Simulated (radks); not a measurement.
# Valence configurations of Zn⁺

Aim: which of several valence configurations of Zn⁺ lies lowest at this level, and whether it is the one NIST lists ([Ar] 3d10 4s1).

Program: radks (a radial shooting solver on a logarithmic mesh, Libxc functionals) version 1. Level of theory: scalar-relativistic Kohn-Sham, PBEsol, spin-polarised, spherical densities, finite nucleus; open shells are filled with parallel spins first. These are calculated values, not measurements, unless marked.

## Step 1: The system

- element: zinc (Z = 30)
- charge: +1
- electrons: 29
- configuration: [Ar] 3d10 4s1
- nuclear rms radius: 3.9283 fm
- others tried: 3d10 4p1; 3d8 4s1 4p2; 3d10 4s0.5 4p0.5; 3d9 4s2; 3d9 4s1 4p1; 3d8 4s2 4p1; 3d9.5 4s1.5; 3d9.5 4s1 4p0.5; 3d8 4s1.5 4p1.5

Outer shells as boxes (Hund's rule):

Zn⁺
```
[Ar] core
3d [↑↓][↑↓][↑↓][↑↓][↑↓]
4s [↑ ]
```

## Step 2: [Ar] 3d10 4s1

Input:

```text
Z 30
configuration [Ar] 3d10 4s1
relativity scalar-relativistic
functional pbe_sol,pbe_sol
spin polarised
nucleus finite rms 3.9283 fm
c 137.035999084
```

Started as:

```sh
$ python run_ks.py task.json out
```

The same process makes all the runs of this session.

## Step 3: [Ar] 3d10 4p1

Changes since step 2:

```diff
@@ -1,3 +1,3 @@
 Z 30
-configuration [Ar] 3d10 4s1
+configuration [Ar] 3d10 4p1
 relativity scalar-relativistic
```

## Step 4: [Ar] 3d8 4s1 4p2

Changes since step 3:

```diff
@@ -1,3 +1,3 @@
 Z 30
-configuration [Ar] 3d10 4p1
+configuration [Ar] 3d8 4s1 4p2
 relativity scalar-relativistic
```

## Step 5: [Ar] 3d10 4s0.5 4p0.5

Changes since step 4:

```diff
@@ -1,3 +1,3 @@
 Z 30
-configuration [Ar] 3d8 4s1 4p2
+configuration [Ar] 3d10 4s0.5 4p0.5
 relativity scalar-relativistic
```

## Step 6: [Ar] 3d9 4s2

Changes since step 5:

```diff
@@ -1,3 +1,3 @@
 Z 30
-configuration [Ar] 3d10 4s0.5 4p0.5
+configuration [Ar] 3d9 4s2
 relativity scalar-relativistic
```

## Step 7: [Ar] 3d9 4s1 4p1

Changes since step 6:

```diff
@@ -1,3 +1,3 @@
 Z 30
-configuration [Ar] 3d9 4s2
+configuration [Ar] 3d9 4s1 4p1
 relativity scalar-relativistic
```

## Step 8: [Ar] 3d8 4s2 4p1

Changes since step 7:

```diff
@@ -1,3 +1,3 @@
 Z 30
-configuration [Ar] 3d9 4s1 4p1
+configuration [Ar] 3d8 4s2 4p1
 relativity scalar-relativistic
```

## Step 9: [Ar] 3d9.5 4s1.5

Changes since step 8:

```diff
@@ -1,3 +1,3 @@
 Z 30
-configuration [Ar] 3d8 4s2 4p1
+configuration [Ar] 3d9.5 4s1.5
 relativity scalar-relativistic
```

## Step 10: [Ar] 3d9.5 4s1 4p0.5

Changes since step 9:

```diff
@@ -1,3 +1,3 @@
 Z 30
-configuration [Ar] 3d9.5 4s1.5
+configuration [Ar] 3d9.5 4s1 4p0.5
 relativity scalar-relativistic
```

## Step 11: [Ar] 3d8 4s1.5 4p1.5

Changes since step 10:

```diff
@@ -1,3 +1,3 @@
 Z 30
-configuration [Ar] 3d9.5 4s1 4p0.5
+configuration [Ar] 3d8 4s1.5 4p1.5
 relativity scalar-relativistic
```

**Question.** What will these runs give? Wanted: for each run, valence; E − E(NIST configuration); moment; highest level; its energy; 1s shift.

**Answer**, as computed:

```tsv
valence	E − E(NIST configuration) (eV)	moment (μB)	highest level	its energy (eV)	1s shift (eV)
3d10 4s1	0.000	1	4s up	-14.557	+0.00
3d10 4s0.5 4p0.5	3.191	1	4p up	-8.672	-0.92
3d9.5 4s1.5	3.605	1	4s down	-14.548	-3.71
3d9.5 4s1 4p0.5	6.302	2	4p up	-9.429	-4.50
3d10 4p1	6.400	1	4p up	-9.125	-1.81
3d9 4s2	8.091	1	4s down	-15.820	-7.70
3d9 4s1 4p1	13.870	3	4p up	-10.561	-9.26
3d8 4s2 4p1	27.664	3	4p up	-11.484	-18.25
3d8 4s1.5 4p1.5	30.685	4	4p up	-12.120	-18.93
3d8 4s1 4p2	33.220	5	4p up	-12.643	-19.50
```

Theory agrees with NIST among these: the next, 3d10 4s0.5 4p0.5, lies 3.191 eV higher. The energies are those of spherical high-spin densities, not of single terms. The 1s eigenvalue shifts by up to 19.50 eV as the valence charge is rearranged.
